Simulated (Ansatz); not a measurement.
# CoAu4 (R-3m) in Ansatz: a series of runs

One crystal, CoAu4, is run at these levels: PBEsol; tasks: single point.

Everything below comes from runs of Ansatz 0.2.0. Logs are shortened: lines on timing, memory, paths and dates and some standing lists are left out, and cuts for length are marked.

**1. The structure**

Symmetry: R-3m, No. 166, trigonal system. The conventional cell has a = 2.906 Å, b = 2.906 Å, c = 34.998 Å, α = 90.00°, β = 90.00°, γ = 120.00°. Au (site symmetry 3m) is surrounded by 3 Co at 2.69 Å and 9 Au at 2.91 to 3.00 Å. Au (site symmetry 3m) has 12 Au at 2.91 to 3.00 Å as nearest neighbours. Co (site symmetry -3m) is surrounded by 6 Au at 2.69 Å and 6 Co at 2.91 Å.

The cell comes from a database or a generator and needn't be the stable form of this composition.

**2. Single point, PBEsol**

Contents of input.yaml:

```yaml
crystal:
  lattice:
    - [1.4527740273, 0.8387594757, 11.6660546018]
    - [-1.4527740273, 0.8387594757, 11.6660546018]
    - [0.0, -1.6775189515, 11.6660546018]
  atoms:
    - { symbol: Au, position: [0.606668, 0.606668, 0.606668] }
    - { symbol: Au, position: [0.202283, 0.202283, 0.202283] }
    - { symbol: Au, position: [0.797717, 0.797717, 0.797717] }
    - { symbol: Au, position: [0.393332, 0.393332, 0.393332] }
    - { symbol: Co, position: [0.0, 0.0, 0.0] }
hamiltonian:
  xc: pbesol
  pseudopotentials: { kind: paw }
kpoints:
  mp_grid: { grid: [11, 11, 11] }
scf:
  occupations: { method: fermi_dirac, width: 0.05 }
output:
  forces: true
  stress: true
  eigenvalues: true
  write_density: true
  write_potential: true
  elf: true
  volumetric_format: npy
```

Potentials or basis: Ansatz PAW.

Run with:

```console
> ansatz run input.yaml --threads 2 --pin off --max-ram 5632MiB --backend cpu --events-out ev --progress --plain --runs-dir out
```

The program printed:

```text
Warning: RAYON_NUM_THREADS=2 ignored (pool sized by the plan → 2); use --threads N
basis.fft_grid_basis auto: the FFT boxes are laid along the combinations [[1, -1, 0], [0, 1, 0], [0, -1, 1]] of the cell's own vectors, 2.906, 11.786 and 2.906 Å long. The dense box has 20×80×20 points. Along the cell's own vectors, as sized, it would have 80×80×80, 16.00 times as many. Of the 12 symmetry operations that the crystal satisfies within crystal.symmetry.tolerance (time reversal apart; of a slab, those that keep its plane) the dense box along the cell's own vectors carries 12, and the one as laid loses 8 of those. basis.fft_grid_basis: typed keeps the cell's own vectors: state it where this run's energies or levels are differenced outside the engine with another run's, or held beside a run that keeps those vectors. Those combinations have planes normal to reciprocal vector 3, as the cell's own vectors have. Each planar average written beside output.write_density, output.write_potential has a row for each plane of the box: 20. The volumetric files lie along those combinations, not along the cell's own vectors: a cube or XSF file states them, and fields.json those of NumPy files.
Engine: ansatz 0.2.0, x86_64-unknown-linux-gnu
Pseudopotentials: kind: paw
Pseudopotential: Au, paw, valence charge 19, recommended cutoff 420 eV (normal), Au.paw.azcp
Pseudopotential: Co, paw, valence charge 17, recommended cutoff 420 eV (normal), Co.paw.azcp
Functional definition: PBEsol
  exchange = pbesol_x
  correlation = pbesol_c
Crystal: 5 atoms, lattice volume = 85.292 Å³
Basis set: ecut = 420 eV, 1653 PW (Γ), FFT grids on a1−a2, a2, −a2+a3, exchange–correlation on 40×160×40 points (8 copies of the dense FFT grid, shifted against one another)
Bands: 56, of which v1, the nominal top of the filled ones, is band 47 counted from 1 (46 counted from 0)
Symmetry: 12 space group operations
Space group: R-3m (ITA 166), of the structure as read, at distance tolerance 4.4e-5 Å
k-points: 146 of 1331
Non-local potential: Au, projectors of the file, l = 0: 3, l = 1: 2, l = 2: 2, l = 3: 1
Non-local potential: Co, projectors of the file, l = 0: 3, l = 1: 2, l = 2: 3, l = 3: 1
PAW form: soft (Blöchl's): semilocal exchange-correlation on the pseudo side does not see the compensation charge
PAW frozen core: Au, regenerated for the run's functional, and the local potential with it (the file was generated under x = pbe(κ = 0.804, μ = 0.2195149727645171), c = pbe(β = 0.06672455060314922))
PAW frozen core: Co, regenerated for the run's functional, and the local potential with it (the file was generated under x = pbe(κ = 0.804, μ = 0.2195149727645171), c = pbe(β = 0.06672455060314922))
PAW one-centre angular grid: Au, 590 points (default); XC on 64 Gauss nodes
PAW one-centre angular grid: Co, 590 points (default); XC on 64 Gauss nodes
Initial density: superposition of atomic densities (neutral atoms: chi_scale 0, normalization atom), corrected by the library's trained network
Initial wavefunctions: pseudopotential atomic-orbital guess
Functional: x = pbesol(κ = 0.804, μ = 0.12345679012345678), c = pbesol(β = 0.046)
SCF iter   1: F=—  HF=-57120.154121 eV  |F-HF|=—  |Δ(HF+E_count)|=         —  Δρ=1.74e-2  dr2=1.69e-1  ethr=1.77e-3  ⟨swp⟩=6.1  Hψ=26720  notcnv=0  defer=94
preconditioner: auto → Kerker (q_TF=auto, 2.768 Å⁻¹)  [metal: Δε(μ)=0.009 eV  Ē_g=9.149 eV  σ=0.050 eV  W_gap=0.04  n_scr=34 (ndim 8)  ℏωp=29.3 eV  f_vac=0.000  D(μ)=6.81/eV (n_scr^D=74)]
SCF iter   2: F=—  HF=-57120.139140 eV  |F-HF|=—  |Δ(HF+E_count)|=   1.50e-2  Δρ=7.28e-3  dr2=3.61e-2  ethr=1.82e-4  ⟨swp⟩=2.0  Hψ=10409  notcnv=0  defer=313
SCF iter   3: F=—  HF=-57120.135428 eV  |F-HF|=—  |Δ(HF+E_count)|=   3.71e-3  Δρ=4.27e-3  dr2=1.68e-2  ethr=3.88e-5  ⟨swp⟩=1.6  Hψ=7991  notcnv=0  defer=313
SCF iter   4: F=—  HF=-57120.133629 eV  |F-HF|=—  |Δ(HF+E_count)|=   1.80e-3  Δρ=9.62e-4  dr2=6.77e-3  ethr=1.80e-5  ⟨swp⟩=1.0  Hψ=7843  notcnv=0  defer=313
SCF iter   5: F=—  HF=-57120.133075 eV  |F-HF|=—  |Δ(HF+E_count)|=   5.54e-4  Δρ=4.75e-4  dr2=1.67e-3  ethr=7.28e-6  ⟨swp⟩=1.0  Hψ=7841  notcnv=0  defer=313
SCF iter   6: F=—  HF=-57120.132967 eV  |F-HF|=—  |Δ(HF+E_count)|=   1.08e-4  Δρ=1.20e-4  dr2=5.82e-5  ethr=1.79e-6  ⟨swp⟩=1.0  Hψ=7841  notcnv=0  defer=313
SCF iter   7: F=—  HF=-57120.132971 eV  |F-HF|=—  |Δ(HF+E_count)|=   4.53e-6  Δρ=7.28e-5  dr2=4.52e-6  ethr=6.25e-8  ⟨swp⟩=1.5  Hψ=8142  notcnv=0  defer=318
SCF iter   8: F=—  HF=-57120.132971 eV  |F-HF|=—  |Δ(HF+E_count)|=   1.65e-7  Δρ=2.35e-5  dr2=1.21e-6  ethr=4.86e-9  ⟨swp⟩=1.5  Hψ=8447  notcnv=0  defer=318
SCF iter   9: F=—  HF=-57120.132971 eV  |F-HF|=—  |Δ(HF+E_count)|=   1.48e-8  Δρ=9.56e-6  dr2=1.55e-7  ethr=1.30e-9  ⟨swp⟩=1.0  Hψ=7842  notcnv=0  defer=318
SCF iter  10: F=-57120.132971 eV  HF=-57120.132971 eV  |F-HF|=5.23e-9  |Δ(HF+E_count)|=   2.84e-9  Δρ=2.51e-6  dr2=7.28e-9  ethr=1.08e-10  ⟨swp⟩=12.6  Hψ=50301  notcnv=0
SCF 1 converged in 10 iterations: F = -57120.132971 eV  dr2 = 7.28e-9
SCF converged after 10 iterations
Free energy (F): -57120.132971 eV
Harris-Foulkes:  -57120.132971 eV  (|F-HF|=5.23e-9)
Internal energy: -57120.071539 eV  (E = F + TS)
E sigma→0 (E₀):  -57120.102255 eV
Entropy (-TS):   -0.061432 eV (-12.286 meV/atom)
Fermi energy:    18.141521 eV
--- Per-component energies (eV) ---
  E_band       = -1233.353577
  E_kinetic    = 2861.964623
  E_local      = -10500.313696  (includes V_loc(G=0)·N_el)
  E_nonlocal   = 771.706469
  E_hartree    = 4437.164533
  E_xc         = -1059.111391
  E_vxc        = -1296.308782  (∫ρ·V_xc dr)
  E_paw        = -39747.142667  (= ΣΔE_a)
  E_vpaw       = -1944.739456  (= ΣTr[D̂ρ^β])
  E_aug_tail   = 0.005517  (compensation charges beyond the density's cutoff)
  E_ewald      = -13885.771263
  E_core_change = 1.426336  (= ΣΔE_core)
  E_smearing   = -0.061432  (= −TS)
  E_closure    = -0.000000  (closes the sum)
  Σ components = -57120.132971   (vs F -57120.132971, Δ=0.00e0)
--- Forces (eV/Å), atoms counted from 1 ---
  atom   1  Au     0.00000000    -0.00000000     0.09642556
  atom   2  Au     0.00000000    -0.00000000     0.01508831
  atom   3  Au     0.00000000     0.00000000    -0.01508831
  atom   4  Au     0.00000000     0.00000000    -0.09642556
  atom   5  Co     0.00000000     0.00000000     0.00000000
  max |Σ_I F_I| component: 1.45e-19 eV/Å
--- Stress (GPa, compression-positive) ---
      -11.762585       0.000000       0.000000
        0.000000     -11.762585      -0.000000
       -0.000000      -0.000000     -11.549801
  P = ⅓ Tr σ = -11.6917 GPa (-116.917 kbar)
--- Band table (eV; the first three rows and the last of 146) ---
  k-point 0: bands = ["-87.2053", "-87.2053", "-87.0489", "-87.0458", "-75.8359", "-39.2671", "-39.2671", "-39.2546", "-38.6291", "-38.6148", "-38.5062", "-38.5062", "-38.5057", "-38.5057", "-38.4649", "-38.3968", "-38.3789", "-38.3789", "-38.3695", "-38.3695", "9.0282", "9.9936", "10.4219", "11.2194", "12.4492", "13.5140", "13.5729", "13.8641", "13.8641", "13.8827", "13.8827", "14.0247", "14.0247", "14.0355", "14.0355", "15.0949", "15.0949", "15.2454", "15.2454", "15.4590", "15.4590", "15.7454", "16.0385", "16.0385", "16.2720", "17.1420", "17.4866", "17.4866", "18.0887", "18.0887", "23.1850", "24.6066", "31.2662", "31.3729", "32.7497", "33.0526"]
  k-point 1: bands = ["-87.2048", "-87.2047", "-87.0483", "-87.0453", "-75.8355", "-39.2710", "-39.2681", "-39.2536", "-38.6268", "-38.6141", "-38.5186", "-38.5182", "-38.5093", "-38.5088", "-38.4627", "-38.3992", "-38.3887", "-38.3822", "-38.3814", "-38.3723", "9.2801", "10.2345", "10.6641", "11.4430", "12.5474", "13.4336", "13.5323", "13.7682", "13.7760", "13.9651", "14.0076", "14.0101", "14.0396", "14.1607", "14.1870", "14.8444", "14.9052", "15.0785", "15.0939", "15.1076", "15.4131", "15.5455", "16.0162", "16.4220", "16.6655", "17.4639", "17.5448", "17.6270", "18.0953", "18.3117", "23.3280", "24.7448", "31.3373", "31.7002", "32.6635", "33.0353"]
  k-point 2: bands = ["-87.2032", "-87.2032", "-87.0466", "-87.0439", "-75.8346", "-39.2814", "-39.2706", "-39.2512", "-38.6207", "-38.6122", "-38.5523", "-38.5504", "-38.5177", "-38.5172", "-38.4586", "-38.4259", "-38.4122", "-38.3949", "-38.3912", "-38.3801", "9.9894", "10.8686", "11.2910", "11.9960", "12.7327", "13.1893", "13.4687", "13.5172", "13.6480", "13.7696", "13.9991", "14.0953", "14.3514", "14.4702", "14.4992", "14.5305", "14.5891", "14.8683", "14.9651", "15.1504", "15.3868", "15.5807", "15.9939", "16.6306", "17.0060", "17.4425", "17.7075", "18.1068", "18.7276", "18.8443", "23.7102", "25.2437", "29.8574", "30.6062", "31.6575", "31.8103"]
  k-point 145: bands = ["-87.2048", "-87.2047", "-87.0483", "-87.0453", "-75.8355", "-39.2710", "-39.2681", "-39.2536", "-38.6247", "-38.6164", "-38.5185", "-38.5183", "-38.5093", "-38.5088", "-38.4624", "-38.3994", "-38.3887", "-38.3822", "-38.3814", "-38.3723", "9.4760", "9.7335", "11.0857", "11.3735", "12.6073", "13.5275", "13.7473", "13.7748", "13.8369", "13.8795", "13.9913", "13.9987", "14.0761", "14.1110", "14.1475", "14.1732", "14.8801", "14.9800", "15.1769", "15.2230", "15.5280", "15.6471", "15.9315", "16.0026", "17.0867", "17.3781", "17.5461", "17.7367", "18.0965", "18.9989", "21.5967", "27.4411", "28.3142", "32.6500", "32.8663", "33.0634"]
```

Run time: 11 s. Hardware: 2 threads of Intel Xeon 6975P-C (Granite Rapids), shared host; peak memory 0.72 GiB.

What came out:

- Free energy: -57120.1330 eV
- Pressure: -11.7 GPa
- Largest force: 0.096 eV/Å
- Band gap on the k mesh: none (metal or under the smearing width)

Forces in eV/Å, atoms in the order of the input:
```
Au   0.000  0.000  0.096
Au   0.000  0.000  0.015
Au   0.000  0.000 -0.015
Au   0.000  0.000 -0.096
Co   0.000  0.000  0.000
```

Caveat: the PAW data sets come from PBE, with cores solved anew for the run's functional, which leaves a small shift of forces and pressure. The run has no spin-orbit coupling, so splittings on Au are missing.

**3. Single point, PBEsol, collinear spin, ferromagnetic start**

input.yaml, as its differences from that of step 2:

```diff
@@ -10,3 +10,3 @@
     - { symbol: Au, position: [0.393332, 0.393332, 0.393332] }
-    - { symbol: Co, position: [0.0, 0.0, 0.0] }
+    - { symbol: Co, position: [0.0, 0.0, 0.0], spin: 2.0 }
 hamiltonian:
@@ -14,2 +14,4 @@
   pseudopotentials: { kind: paw }
+magnetization:
+  spin_polarized: true
 kpoints:
```

Potentials or basis: Ansatz PAW.

Run with:

```console
> ansatz run input.yaml --threads 2 --pin off --max-ram 5632MiB --backend cpu --events-out ev --progress --plain --runs-dir out
```

The program printed:

```text
Warning: RAYON_NUM_THREADS=2 ignored (pool sized by the plan → 2); use --threads N
[... 88 lines left out ...]
  k-point 145 ↓: bands = ["-87.1852", "-87.1852", "-86.9190", "-86.9160", "-75.1903", "-38.7444", "-38.6171", "-38.6042", "-38.5850", "-38.5499", "-38.5003", "-38.4987", "-38.4929", "-38.4894", "-38.3353", "-38.2711", "-38.2601", "-38.2538", "-38.2531", "-38.2439", "9.5542", "9.6892", "11.1041", "11.4663", "12.5383", "13.6107", "13.7897", "13.8066", "13.8819", "13.9526", "14.0255", "14.0882", "14.0917", "14.1785", "14.2559", "14.2866", "14.9330", "15.0412", "15.2487", "15.2787", "15.6159", "15.7152", "16.0138", "16.1197", "17.3485", "17.8198", "18.0344", "18.1139", "18.6631", "19.2330", "21.6818", "27.4774", "28.3520", "32.6534", "32.8926", "33.1278", "33.6903"]
```

rho_z.tsv:

```text
# z_ang	rho[e/angstrom^3]	rho_spin[e/angstrom^3]
# format = ansatz-planar-average/11
# lattice	1.452774027	0.838759476	11.666054602
# lattice	-1.452774027	0.838759476	11.666054602
# lattice	0.000000000	-1.677518951	11.666054602
# sites	5
# site	79	0.000000000	-0.000000000	21.232266039
# site	79	0.000000000	-0.000000000	7.079533569
# site	79	0.000000000	-0.000000000	27.918630236
# site	79	0.000000000	-0.000000000	13.765897766
# site	27	0.000000000	0.000000000	0.000000000
0.000000	1.280223e0	8.109393e-2
0.589302	1.221829e0	7.080535e-2
1.178605	1.107914e0	4.835679e-2
1.767907	1.033418e0	2.787913e-2
2.357209	1.019258e0	1.489979e-2
2.946512	1.035364e0	7.511953e-3
[... 12 lines left out ...]
10.607442	1.107914e0	4.835679e-2
11.196744	1.221829e0	7.080535e-2
```

v_z.tsv:

```text
# z_ang	v_es[eV]	v_tot_up[eV]	v_tot_dn[eV]
# format = ansatz-planar-average/11
# xc	pbesol
# density_cutoff_ev	1680
# datasets	Au=:simpson_from_first_knot:soft:shift=-1073664	Co=:simpson_from_first_knot:soft:shift=-648408
# lattice	1.452774027	0.838759476	11.666054602
# lattice	-1.452774027	0.838759476	11.666054602
# lattice	0.000000000	-1.677518951	11.666054602
# sites	5
# site	79	0.000000000	-0.000000000	21.232266039
# site	79	0.000000000	-0.000000000	7.079533569
# site	79	0.000000000	-0.000000000	27.918630236
# site	79	0.000000000	-0.000000000	13.765897766
# site	27	0.000000000	0.000000000	0.000000000
0.000000	1.044433e1	-2.213288e0	-2.173697e0
0.589302	1.046149e1	-2.188413e0	-2.147004e0
1.178605	1.052659e1	-2.103777e0	-2.057987e0
1.767907	1.062593e1	-1.986076e0	-1.936940e0
2.357209	1.070690e1	-1.906143e0	-1.860375e0
2.946512	1.071035e1	-1.930413e0	-1.899637e0
[... 12 lines left out ...]
10.607442	1.052659e1	-2.103777e0	-2.057987e0
11.196744	1.046149e1	-2.188413e0	-2.147004e0
```

Run time: 36 s. Hardware: 2 threads of Intel Xeon 6975P-C (Granite Rapids), shared host; peak memory 1.1 GiB.

What came out:

```yaml
Free_energy: -57120.5220 eV
Pressure: -10.2 GPa
Largest_force: 0.016 eV/Å
Band_gap_on_the_k_mesh: none (metal or under the smearing width)
Net_moment: 1.81 μB per cell
Absolute_moment: 2.15 μB per cell
Site_moments: Au +0.01, -0.01; Co +1.91 μB
```

Forces in eV/Å, atoms in the order of the input:
```
Au   0.000  0.000 -0.009
Au   0.000  0.000 -0.016
Au   0.000  0.000  0.016
Au   0.000  0.000  0.009
Co   0.000  0.000  0.000
```

Stress tensor (GPa, compression positive):
```
-10.53   0.00   0.00
  0.00 -10.53   0.00
  0.00   0.00  -9.42
```

Caveat: the PAW data sets come from PBE, with cores solved anew for the run's functional, which leaves a small shift of forces and pressure.

(Part 1 of 2 ends here.)
